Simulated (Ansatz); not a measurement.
# CuTe (Pmmn): one cell, many starting occupations, part 3 of 3

Task: map the metastable states of CuTe (Pmmn) by varying the start. Cell and atoms stay fixed.

Ansatz 0.2.0; DFT r²SCAN+U (U_eff = 1 eV on Cu d), plane waves, PAW. The steps go on from the part before.

### 7 From atoms, default search

input.yaml reads:

```yaml
crystal:
  lattice:
    - [6.19999952, 0.0, 0.0]
    - [0.0, 4.01999969, 0.0]
    - [0.0, 0.0, 6.85999947]
  atoms:
    - { symbol: Cu, position: [0.0, 0.5, 0.449], spin: 1.0 }
    - { symbol: Cu, position: [0.25, 0.0, 0.551], spin: 1.0 }
    - { symbol: Te, position: [0.0, 0.0, 0.223] }
    - { symbol: Te, position: [0.25, 0.5, 0.777] }
    - { symbol: Cu, position: [0.5, 0.5, 0.449], spin: -1.0 }
    - { symbol: Cu, position: [0.75, 0.0, 0.551], spin: -1.0 }
    - { symbol: Te, position: [0.5, 0.0, 0.223] }
    - { symbol: Te, position: [0.75, 0.5, 0.777] }
basis:
  ecutwfc: 500
  ecutrho_ratio: 4
kpoints:
  mp_grid: { grid: [3, 5, 3] }
hamiltonian:
  xc: r2scan
  hubbard:
    sites:
      - { site: 0, l: d, u_eff: 1.0 }
      - { site: 1, l: d, u_eff: 1.0 }
      - { site: 4, l: d, u_eff: 1.0 }
      - { site: 5, l: d, u_eff: 1.0 }
scf:
  occupations: { method: gaussian, width: 0.05 }
output:
  forces: true
  stress: true
  eigenvalues: true
  populations: true
  hubbard:
    sites:
      - { site: 0, l: d }
      - { site: 1, l: d }
      - { site: 4, l: d }
      - { site: 5, l: d }
  write_density: true
  write_potential: true
  elf: true
  volumetric_format: npy
magnetization:
  spin_polarized: true
```

Started as:

```bash
> ansatz run input.yaml --threads 8 --pin off --max-ram 12288MiB --backend cpu --events-out ev --progress --plain --runs-dir out
```

What it wrote:

```text
Warning: RAYON_NUM_THREADS=8 ignored (pool sized by the plan → 8); use --threads N
Cu: projections on atomic orbitals take those of the free atom [Ne] 3s2 3p6 3d10 4s1, of charge +0.00 (hamiltonian.pseudopotentials.projection_atoms); the dataset's partial waves leave at most 2.0e-6 of an orbital's norm unspanned inside its sphere
Te: projections on atomic orbitals take those of the free atom [Kr] 4d10 5s2 5p4, of charge +0.00 (hamiltonian.pseudopotentials.projection_atoms); the dataset's partial waves leave at most 7.8e-6 of an orbital's norm unspanned inside its sphere
Engine: ansatz 0.2.0, aarch64-unknown-linux-gnu
Pseudopotentials: kind: paw
Pseudopotential: Cu, paw, valence charge 19, recommended cutoff 500 eV (meta_gga), Cu.paw.azcp
Pseudopotential: Te, paw, valence charge 16, recommended cutoff 500 eV (meta_gga), Te.paw.azcp
Functional definition: r2SCAN
  parameter k0 = 0.174
  parameter k1 = 0.065
  parameter a1 = 4.9479
  exchange = r2scan_x(k0 = k0, k1 = k1, a1 = a1)
  correlation = r2scan_c
Crystal: 8 atoms, lattice volume = 170.979 Å³
Basis set: ecut = 500 eV, 4365 PW (Γ), exchange–correlation on 192×120×216 points (64 copies of the dense FFT grid, shifted against one another)
Bands: 87, of which v1, the nominal top of the filled ones, is band 70 counted from 1 (69 counted from 0)
Symmetry: 4 space group operations
Space group: P21/m (ITA 11), of the structure as read, at distance tolerance 5.6e-5 Å
Magnetic group: BNS 11.55 (UNI 62), of the structure as read, at distance tolerance 5.6e-5 Å
k-points: 15 of 45
Non-local potential: Cu, projectors of the file, l = 0: 3, l = 1: 2, l = 2: 3, l = 3: 1
Non-local potential: Te, projectors of the file, l = 0: 2, l = 1: 2, l = 2: 2, l = 3: 2
PAW form: soft (Blöchl's): semilocal exchange-correlation on the pseudo side does not see the compensation charge
PAW frozen core: Cu, regenerated for the run's functional (the file was generated under x = pbe(κ = 0.804, μ = 0.2195149727645171), c = pbe(β = 0.06672455060314922))
PAW frozen core: Te, regenerated for the run's functional (the file was generated under x = pbe(κ = 0.804, μ = 0.2195149727645171), c = pbe(β = 0.06672455060314922))
PAW one-centre angular grid: Cu, 590 points (default); XC on 160 Gauss nodes
PAW one-centre angular grid: Te, 590 points (default); XC on 160 Gauss nodes
Initial density: superposition of atomic densities (chi_scale 0.1, normalization cell)
Starting moments: Σ|m| = 4 μB on 4 of 8 sites
Starting magnetic order: antiferromagnet; a translation exchanges its spin sublattices: spin-degenerate at every k-point
Initial wavefunctions: pseudopotential atomic-orbital guess
Functional: x = r2scan, c = r2scan; τ floored in thin density (d = 2e-4 eV/Å³)
SCF iter   1: F=—  HF=-54504.457748 eV  |F-HF|=—  |Δ(HF+E_count)|=         —  Δρ=7.17e-2 (↑7.17e-2 ↓7.17e-2)  dr2=1.11e1  dr2_τ=4.89e-2  dr2_m=4.49e0  M=0.000 μB ∫|m|=1.196 μB  β_m=0.30  ethr=3.10e-3  ⟨swp⟩=6.1  Hψ=5013  notcnv=0  defer=31
preconditioner: auto → Kerker (q_TF=auto, 2.639 Å⁻¹)  [metal: Δε(μ)=0.035 eV  Ē_g=9.666 eV  σ=0.050 eV  W_gap=0.38  n_scr=54 (ndim 8)  ℏωp=23.4 eV  f_vac=0.039  D(μ)=3.83/eV (n_scr^D=20)]
spin=Collinear: Kerker preconditioning applied to the charge; magnetization (m = ρ↑ − ρ↓) channel mixes plain (no charge-response kernel on spin).
SCF iter   2: F=—  HF=-54503.584814 eV  |F-HF|=—  |Δ(HF+E_count)|=   8.73e-1  Δρ=4.91e-2 (↑4.91e-2 ↓4.91e-2)  dr2=5.58e-1  dr2_τ=4.25e-2  dr2_m=3.63e0  M=0.000 μB ∫|m|=0.646 μB  β_m=0.30  ethr=3.10e-3  ⟨swp⟩=2.1  Hψ=2041  notcnv=0  defer=151  κ⁻¹=1.0e0(r=1)
preconditioner: auto → Resta (q_TF=auto, 2.639 Å⁻¹)  ε∞=6.3  [insulator: Δε(μ)=0.113 eV  Ē_g=10.205 eV  σ=0.050 eV  W_gap=0.59  n_scr=54 (ndim 8)  ℏωp=23.4 eV  f_vac=0.043  D(μ)=3.81/eV (n_scr^D=20)  ε∞_Penn≈6.3]
spin=Collinear: Resta preconditioning applied to the charge; magnetization (m = ρ↑ − ρ↓) channel mixes plain (no charge-response kernel on spin).
SCF iter   3: F=—  HF=-54503.780684 eV  |F-HF|=—  |Δ(HF+E_count)|=   1.96e-1  Δρ=3.69e-2 (↑3.69e-2 ↓3.69e-2)  dr2=6.28e-1  dr2_τ=1.38e-2  dr2_m=1.98e0  M=0.000 μB ∫|m|=0.564 μB  β_m=0.30  ethr=3.99e-4  ⟨swp⟩=2.0  Hψ=2028  notcnv=0  defer=151  κ⁻¹=2.9e-3(r=2)
SCF iter   4: F=—  HF=-54503.844221 eV  |F-HF|=—  |Δ(HF+E_count)|=   6.35e-2  Δρ=2.81e-2 (↑2.81e-2 ↓2.81e-2)  dr2=9.05e-2  dr2_τ=7.58e-3  dr2_m=1.20e0  M=0.000 μB ∫|m|=0.424 μB  β_m=0.30  ethr=3.99e-4  ⟨swp⟩=2.7  Hψ=1799  notcnv=0  defer=151  κ⁻¹=5.7e-4(r=3)
SCF iter   5: F=—  HF=-54503.957642 eV  |F-HF|=—  |Δ(HF+E_count)|=   1.13e-1  Δρ=2.15e-2 (↑2.15e-2 ↓2.15e-2)  dr2=9.01e-2  dr2_τ=4.24e-3  dr2_m=6.89e-1  M=0.000 μB ∫|m|=0.342 μB  β_m=0.30  ethr=6.47e-5  ⟨swp⟩=2.0  Hψ=1601  notcnv=0  defer=151  κ⁻¹=4.3e-5(r=4)
SCF iter   6: F=—  HF=-54504.019642 eV  |F-HF|=—  |Δ(HF+E_count)|=   6.20e-2  Δρ=1.59e-2 (↑1.59e-2 ↓1.59e-2)  dr2=1.80e-2  dr2_τ=2.45e-3  dr2_m=3.94e-1  M=0.000 μB ∫|m|=0.281 μB  β_m=0.30  ethr=6.43e-5  ⟨swp⟩=2.1  Hψ=1619  notcnv=0  defer=151
Mixer restart at iter 6: flushing history
spin-set hold released at iteration 6 (site moments contracting): the magnetisation degrees of freedom join the quasi-Newton model from the next iteration; the mixer history was flushed
SCF iter   7: F=—  HF=-54504.046940 eV  |F-HF|=—  |Δ(HF+E_count)|=   2.73e-2  Δρ=1.20e-2 (↑1.20e-2 ↓1.20e-2)  dr2=1.35e-3  dr2_τ=1.40e-3  dr2_m=2.25e-1  M=0.000 μB ∫|m|=0.234 μB  β_m=0.30  ethr=1.29e-5  ⟨swp⟩=2.0  Hψ=1567  notcnv=0  defer=151  κ⁻¹=1.0e0(r=1)
SCF iter   8: F=—  HF=-54504.084904 eV  |F-HF|=—  |Δ(HF+E_count)|=   3.80e-2  Δρ=2.87e-3 (↑2.87e-3 ↓2.87e-3)  dr2=4.54e-4  dr2_τ=1.21e-4  dr2_m=1.27e-2  M=0.000 μB ∫|m|=0.103 μB  β_m=0.30  ethr=9.63e-7  ⟨swp⟩=3.0  Hψ=2557  notcnv=0  defer=151  κ⁻¹=5.4e-2(r=2)
SCF iter   9: F=—  HF=-54504.087627 eV  |F-HF|=—  |Δ(HF+E_count)|=   2.72e-3  Δρ=5.58e-4 (↑5.58e-4 ↓5.58e-4)  dr2=1.22e-3  dr2_τ=1.83e-6  dr2_m=1.21e-4  M=0.000 μB ∫|m|=0.055 μB  β_m=0.30  ethr=3.24e-7  ⟨swp⟩=2.5  Hψ=2329  notcnv=0  defer=151  κ⁻¹=8.9e-4(r=3)
[... 2 lines left out ...]
SCF iter  12: F=—  HF=-54504.088075 eV  |F-HF|=—  |Δ(HF+E_count)|=   2.16e-5  Δρ=8.40e-5 (↑8.40e-5 ↓8.40e-5)  dr2=3.02e-5  dr2_τ=3.92e-8  dr2_m=8.60e-7  M=0.000 μB ∫|m|=0.006 μB  β_m=0.30  ethr=9.34e-9  ⟨swp⟩=2.9  Hψ=2545  notcnv=0  defer=151  κ⁻¹=4.3e-7(r=6)
SCF iter  13: F=—  HF=-54504.088075 eV  |F-HF|=—  |Δ(HF+E_count)|=   5.76e-7  Δρ=5.02e-5 (↑5.02e-5 ↓5.02e-5)  dr2=1.06e-5  dr2_τ=1.62e-8  dr2_m=6.39e-7  M=0.000 μB ∫|m|=0.005 μB  β_m=0.30  ethr=9.34e-9  ⟨swp⟩=2.2  Hψ=1616  notcnv=0  defer=151  κ⁻¹=3.8e-7(r=7)
SCF iter  14: F=—  HF=-54504.088075 eV  |F-HF|=—  |Δ(HF+E_count)|=   4.48e-7  Δρ=9.57e-6 (↑9.57e-6 ↓9.57e-6)  dr2=8.70e-8  dr2_τ=7.48e-10  dr2_m=1.05e-7  M=0.000 μB ∫|m|=0.002 μB  β_m=0.30  ethr=7.14e-11  ⟨swp⟩=14.7  Hψ=10617  notcnv=0  κ⁻¹=3.1e-8(r=8)
SCF iter  15: F=—  HF=-54504.088076 eV  |F-HF|=—  |Δ(HF+E_count)|=   9.77e-7  Δρ=5.71e-6 (↑5.71e-6 ↓5.71e-6)  dr2=1.03e-7  dr2_τ=2.41e-10  dr2_m=1.99e-8  M=0.000 μB ∫|m|=0.001 μB  β_m=0.30  ethr=6.21e-11  ⟨swp⟩=10.1  Hψ=8538  notcnv=0  κ⁻¹=1.1e-8(r=8)
SCF iter  16: F=—  HF=-54504.088076 eV  |F-HF|=—  |Δ(HF+E_count)|=   1.43e-7  Δρ=6.62e-6 (↑6.62e-6 ↓6.62e-6)  dr2=2.02e-7  dr2_τ=2.50e-10  dr2_m=6.49e-9  M=0.000 μB ∫|m|=0.000 μB  β_m=0.30  ethr=6.21e-11  ⟨swp⟩=2.0  Hψ=1661  notcnv=0  κ⁻¹=5.2e-8(r=8)
iter 17 did not close the SCF: its close was put off for a magnetic moment that had not settled (scf_convergence_deferred on its scf_iter line)
SCF iter  17: F=-54504.088076 eV  HF=-54504.088076 eV  |F-HF|=8.51e-10  |Δ(HF+E_count)|=   1.31e-8  Δρ=1.97e-6 (↑1.97e-6 ↓1.97e-6)  dr2=1.46e-8  dr2_τ=2.88e-11  dr2_m=7.39e-10  M=0.000 μB ∫|m|=0.000 μB  β_m=0.30  ethr=6.21e-11  ⟨swp⟩=6.3  Hψ=7361  notcnv=0  κ⁻¹=3.9e-7(r=8)
iter 18 did not close the SCF: its close was put off for a magnetic moment that had not settled (scf_convergence_deferred on its scf_iter line)
SCF iter  18: F=-54504.088076 eV  HF=-54504.088076 eV  |F-HF|=2.50e-9  |Δ(HF+E_count)|=   2.50e-9  Δρ=7.01e-7 (↑7.01e-7 ↓7.01e-7)  dr2=7.31e-10  dr2_τ=3.99e-12  dr2_m=4.75e-10  M=0.000 μB ∫|m|=0.000 μB  β_m=0.30  ethr=1.05e-11  ⟨swp⟩=6.2  Hψ=6277  notcnv=0  κ⁻¹=1.6e-7(r=8)
SCF iter  19: F=-54504.088076 eV  HF=-54504.088076 eV  |F-HF|=8.73e-11  |Δ(HF+E_count)|=   4.17e-9  Δρ=1.71e-7 (↑1.71e-7 ↓1.71e-7)  dr2=6.60e-11  dr2_τ=3.34e-13  dr2_m=2.39e-11  M=0.000 μB ∫|m|=0.000 μB  ethr=1.00e-12  ⟨swp⟩=5.2  Hψ=6749  notcnv=0
SCF 1 converged in 19 iterations: F = -54504.088076 eV  dr2 = 6.60e-11
WARN: the starting moments were not kept: the SCF closed with an absolute magnetisation of 2.0e-5 μB, where they sum to 4 μB in size (4 sites). That is at most 0.1 of that sum. Measured as dr2_m measures the in/out step, that magnetisation stands 1.8e-11 eV from none, at or under the dr2_threshold of 1.0e-7 eV: it is no larger than a step whose dr2_m would equal this threshold. The system may hold no moment; this SCF shows only that its start led to no more than that. To try another start: raise the starting moments (crystal.atoms[].spin, magnetization.per_species, magnetization.initial_magnetization, or on a non-collinear deck that types none of these the spinor_matrix: blocks that start its atoms; where the total moment is fixed, keep their sum and leave initial_magnetization as it is; typed ones take the place of any that the run laid by itself, positive ones on a crystal's lanthanoids without a Hubbard term where scf.initial_density.shell_occupations: [] is typed) or, if the notice of its spin-set hold's release reads "site moments contracting" or "site moments show no strong build", lengthen the hold (scf.mixing.spin_hold: { on: { confirm: 4 } }; for m-r²SCAN on two components see the key's manual first). Each may lead to a state that holds a moment. A second SCF, from the converged charge density, with the starting moments and any scf.initial_density.shell_occupations laid on it anew, would have followed, and was not run: the deck does not ask for one (magnetization.retry_lost_moments is false, the default). To let it run, set magnetization.retry_lost_moments: true and run the deck again, where that key's refused combinations let it; where memory then withholds it, that run's warning says so.
this state was not tested for a lower state beside it, because the mixer in use, unlike msr1, does not test its closes by its own steps (another_mixer; see scf.mixing.algorithm and scf.lower_state_search)
SCF converged after 19 iterations
Magnetization: 0.0000 μB (70.0000 up, 70.0000 down)
Absolute magnetization: 0.0000 μB (∫|ρ↑−ρ↓|, with the PAW one-centre terms)
Spin contamination: 0.0000 ħ² per cell (⟨S²⟩ above its minimum at these occupations)
Per-site moments (μB) at R_I (Å): [(2.6136881075647474e-7, 1.0471095470179537), (2.6136881059514535e-7, 1.0471095470179537), (6.483190008053243e-7, 1.0471095470179537), (6.483190006913338e-7, 1.0471095470179537), (-2.6136881075647474e-7, 1.0471095470179537), (-2.613688105951455e-7, 1.0471095470179537), (-6.483190008053242e-7, 1.0471095470179537), (-6.483190006913337e-7, 1.0471095470179537)]
Free energy (F): -54504.088076 eV
Harris-Foulkes:  -54504.088076 eV  (|F-HF|=8.73e-11)
Internal energy: -54504.083150 eV  (E = F + TS)
E sigma→0 (E₀):  -54504.085613 eV
Entropy (-TS):   -0.004926 eV (-0.616 meV/atom)
Fermi energy:    11.719234 eV
--- Per-component energies (eV) ---
  E_band       = -2846.447659
  E_kinetic    = 1926.721938
  E_local      = -30196.432397  (includes V_loc(G=0)·N_el)
  E_nonlocal   = 366.683412
  E_hartree    = 14764.846341
  E_xc         = -795.057397
  E_vxc        = -943.661087  (∫ρ·V_xc dr)
  E_hubbard    = 0.372469  (on-site DFT+U / exact-exchange correction)
  E_vhub       = -18.873802  (the Hubbard potential's part of the band-sum identity)
  E_paw        = -25481.773519  (= ΣΔE_a)
  E_vpaw       = -3573.197086  (= ΣTr[D̂ρ^β])
  E_aug_tail   = 0.000412  (compensation charges beyond the density's cutoff)
  E_vtau       = 62.619829  (kinetic-family band-sum trace: ∫τ·v_τ [+ j·A + Jᵃ·Aᵃ] dr)
  E_ewald      = -15089.379400
  E_core_change = -0.065010  (= ΣΔE_core)
  E_smearing   = -0.004926  (= −TS)
  E_closure    = -0.000000  (closes the sum)
  Σ components = -54504.088076   (vs F -54504.088076, Δ=0.00e0)
--- Forces (eV/Å), atoms counted from 1 ---
  atom   1  Cu     0.00000000     0.00000000     0.25206545
  atom   2  Cu    -0.00000000     0.00000000    -0.25206545
  atom   3  Te     0.00000000     0.00000000    -0.22315758
  atom   4  Te    -0.00000000     0.00000000     0.22315758
  atom   5  Cu     0.00000000     0.00000000     0.25206545
  atom   6  Cu    -0.00000000     0.00000000    -0.25206545
  atom   7  Te     0.00000000     0.00000000    -0.22315758
  atom   8  Te    -0.00000000     0.00000000     0.22315758
  max |Σ_I F_I| component: 0.00e0 eV/Å
--- Stress (GPa, compression-positive) ---
        4.219726      -0.000000       0.000000
       -0.000000       3.718241      -0.000000
        0.000000      -0.000000       3.776084
  P = ⅓ Tr σ = 3.9047 GPa (39.047 kbar)
--- Band table (eV; the first three rows and the last of 30) ---
  k-point 0 ↑: bands = ["-104.5951", "-104.5918", "-104.5918", "-104.5891", "-60.4781", "-60.4649", "-60.4645", "-60.4645", "-60.4638", "-60.4553", "-60.4553", "-60.4329", "-60.3966", "-60.3889", "-60.3889", "-60.3726", "-26.4787", "-26.4786", "-26.4055", "-26.4055", "-26.3823", "-26.3823", "-26.3788", "-26.3788", "-26.3787", "-26.3770", "-26.3528", "-26.3521", "-26.2612", "-26.2576", "-26.2570", "-26.2570", "-26.2494", "-26.2484", "-26.2462", "-26.2462", "-2.2650", "-1.1365", "0.5300", "0.5300", "4.6247", "5.4078", "5.4078", "6.9017", "6.9876", "7.0493", "7.0493", "7.6159", "7.6159", "7.8690", "7.9772", "8.0287", "8.1558", "8.1558", "8.2488", "8.3132", "8.6770", "8.7593", "8.7593", "8.8458", "8.9152", "8.9152", "9.1387", "9.4044", "10.2026", "10.2026", "10.7059", "11.9692", "12.2476", "12.2476", "13.8137", "13.8526", "14.5327", "15.2989", "15.2989", "15.3967", "15.8421", "17.0375", "17.5580", "17.5580", "18.6196", "18.6196", "19.3371", "19.3371", "19.5757", "20.0608", "20.5072"]
[... 3 lines left out ...]
Occupation matrices written to <dir>
--- Löwdin populations: 8 sites ---
  site symbol       q [e]    m [muB]
     0     Cu     18.5477     0.0000
     1     Cu     18.5477     0.0000
     2     Te     16.2338     0.0000
     3     Te     16.2338     0.0000
     4     Cu     18.5477    -0.0000
     5     Cu     18.5477    -0.0000
     6     Te     16.2338    -0.0000
     7     Te     16.2338    -0.0000
  spilling = 0.006242 (of n_electrons = 140.000000)
--- Occupation matrices: 4 shells (run DFT+U table (all-electron-ortho-atomic); ε = 2.70e-4) ---
  Cu0 d_3D: site group C2v (mm2)
  Cu0 d_3D up     Tr n = 4.9047  λ = 0.966 0.980 0.981 0.985 0.992  [yz 1.00 B2(1.00) | xz 1.00 B1(1.00) | xy 1.00 A2(1.00) | z2 1.00 A1(1.00) | x2-y2 1.00 A1(1.00)]
  Cu0 d_3D dn     Tr n = 4.9047  λ = 0.966 0.980 0.981 0.985 0.992  [yz 1.00 B2(1.00) | xz 1.00 B1(1.00) | xy 1.00 A2(1.00) | z2 1.00 A1(1.00) | x2-y2 1.00 A1(1.00)]
  Cu1 d_3D: site group C2v (mm2)
  Cu1 d_3D up     Tr n = 4.9047  λ = 0.966 0.980 0.981 0.985 0.992  [yz 1.00 B2(1.00) | xz 1.00 B1(1.00) | xy 1.00 A2(1.00) | z2 1.00 A1(1.00) | x2-y2 1.00 A1(1.00)]
  Cu1 d_3D dn     Tr n = 4.9047  λ = 0.966 0.980 0.981 0.985 0.992  [yz 1.00 B2(1.00) | xz 1.00 B1(1.00) | xy 1.00 A2(1.00) | z2 1.00 A1(1.00) | x2-y2 1.00 A1(1.00)]
  Cu4 d_3D: site group C2v (mm2)
  Cu4 d_3D up     Tr n = 4.9047  λ = 0.966 0.980 0.981 0.985 0.992  [yz 1.00 B2(1.00) | xz 1.00 B1(1.00) | xy 1.00 A2(1.00) | z2 1.00 A1(1.00) | x2-y2 1.00 A1(1.00)]
  Cu4 d_3D dn     Tr n = 4.9047  λ = 0.966 0.980 0.981 0.985 0.992  [yz 1.00 B2(1.00) | xz 1.00 B1(1.00) | xy 1.00 A2(1.00) | z2 1.00 A1(1.00) | x2-y2 1.00 A1(1.00)]
  Cu5 d_3D: site group C2v (mm2)
  Cu5 d_3D up     Tr n = 4.9047  λ = 0.966 0.980 0.981 0.985 0.992  [yz 1.00 B2(1.00) | xz 1.00 B1(1.00) | xy 1.00 A2(1.00) | z2 1.00 A1(1.00) | x2-y2 1.00 A1(1.00)]
  Cu5 d_3D dn     Tr n = 4.9047  λ = 0.966 0.980 0.981 0.985 0.992  [yz 1.00 B2(1.00) | xz 1.00 B1(1.00) | xy 1.00 A2(1.00) | z2 1.00 A1(1.00) | x2-y2 1.00 A1(1.00)]
  Tr n, λ and their labels are of the run-group-symmetrised matrices; stabiliser: 32 of 32 elements of G0×{1,Θ} (closed), max defect 2.6e-7 at τ = 5.7e-5
```

Wall time 11 s (8 threads of Arm Neoverse V2, shared host); peak memory 1.6 GiB.

End state: no gap, pressure 3.9 GPa, no moment over 0.05 μB in any sphere, largest force component 0.25 eV/Å, 4 symmetry operations imposed.

How the shells are filled (orbitals counted by the eigenvalues of the occupation matrices):

```tsv
shell	channel	electrons	over 0.8	0.2 to 0.8	under 0.2
Cu 3d (atom 1)	up	4.90	5	0	0
Cu 3d (atom 1)	down	4.90	5	0	0
```

Density in a lattice plane of the grid's cell (edges 6.20 and 6.86 Å, at 0.000 of the third edge), which holds Cu and Te.

Ten even steps from ' ' (0.02 e/Å³) to '@' (53.28 e/Å³):
```
                                            
                                            
                                            
                                            
                                            
                                            
                                            
        ..----..              ..----..      
        ::@@@@::              ::@@@@::      
        ..----..              ..----..      
                                            
                                            
                                            
..                    ..                    
::::                ::::::                ::
::::                ::::::                ::
..                    ..                    
                                            
                                            
                                            
```
Columns run along the first of these edges and rows up along the second, over one cell in 22 and 20 even steps from the bottom left corner. Atoms in the plane (fractional): Cu at (0.25, 0.55), Te at (0.00, 0.22), Cu at (0.75, 0.55), Te at (0.50, 0.22).

ELF in the same plane.

Values, 12 rows by 10 columns:
```
0.05 0.03 0.03 0.03 0.03 0.04 0.03 0.03 0.03 0.03
0.01 0.04 0.10 0.10 0.04 0.01 0.04 0.10 0.10 0.04
0.04 0.12 0.20 0.20 0.12 0.04 0.12 0.20 0.20 0.12
0.07 0.16 0.18 0.18 0.16 0.08 0.16 0.18 0.18 0.16
0.12 0.17 0.54 0.55 0.17 0.12 0.17 0.55 0.54 0.17
0.22 0.13 0.41 0.42 0.14 0.21 0.14 0.42 0.41 0.13
0.50 0.34 0.16 0.16 0.34 0.49 0.34 0.16 0.16 0.34
0.33 0.43 0.37 0.37 0.43 0.33 0.43 0.37 0.37 0.43
0.07 0.26 0.46 0.46 0.26 0.04 0.26 0.46 0.46 0.26
0.03 0.39 0.52 0.51 0.38 0.04 0.38 0.51 0.52 0.39
0.63 0.67 0.39 0.39 0.67 0.63 0.67 0.39 0.39 0.67
0.69 0.46 0.07 0.07 0.45 0.69 0.45 0.07 0.07 0.46
```
Columns run along the first of these edges and rows up along the second, over one cell in 10 and 12 even steps from the bottom left corner. Atoms in the plane (fractional): Cu at (0.25, 0.55), Te at (0.00, 0.22), Cu at (0.75, 0.55), Te at (0.50, 0.22).

Both are smooth fields of the valence electrons: close to the nuclei they are not physical.

The highest ELF values outside the cores: 0.79 beside Te, off the lines to its neighbours, 1.3 Å from Te.

### 8 Results

This closing draws on all 3 parts.

Energies count from the lowest free state and have the smearing extrapolated to zero.

| start | energy (meV/atom) | gap (eV) | pressure (GPa) | largest moment (μB) | SCF cycles | time |
| --- | --- | --- | --- | --- | --- | --- |
| random orbitals: fully mixed, first filling | 0.0 | metal | 3.9 | 0.00 | 27 | 20 s |
| natural orbitals of the symmetric run, filled by rank | 0.0 | metal | 3.9 | 0.00 | 26 | 14 s |
| from atoms, default search | 0.0 | metal | 3.9 | 0.00 | 19 | 11 s |
| random orbitals: single harmonics, first filling | 0.0 | metal | 3.9 | 0.00 | 23 | 14 s |
| random orbitals: drawn by pairs, first filling | 0.0 | metal | 3.9 | 0.00 | 31 | 23 s |
| from atoms, symmetry kept, no search | 0.0 | metal | 3.9 | 0.00 | 19 | 12 s |

The 6 free runs end within about 1 meV/atom of each other. The run with the program's default settings reaches the lowest one found. The lowest state found need not be the ground state, and the geometry wasn't relaxed for any of them.
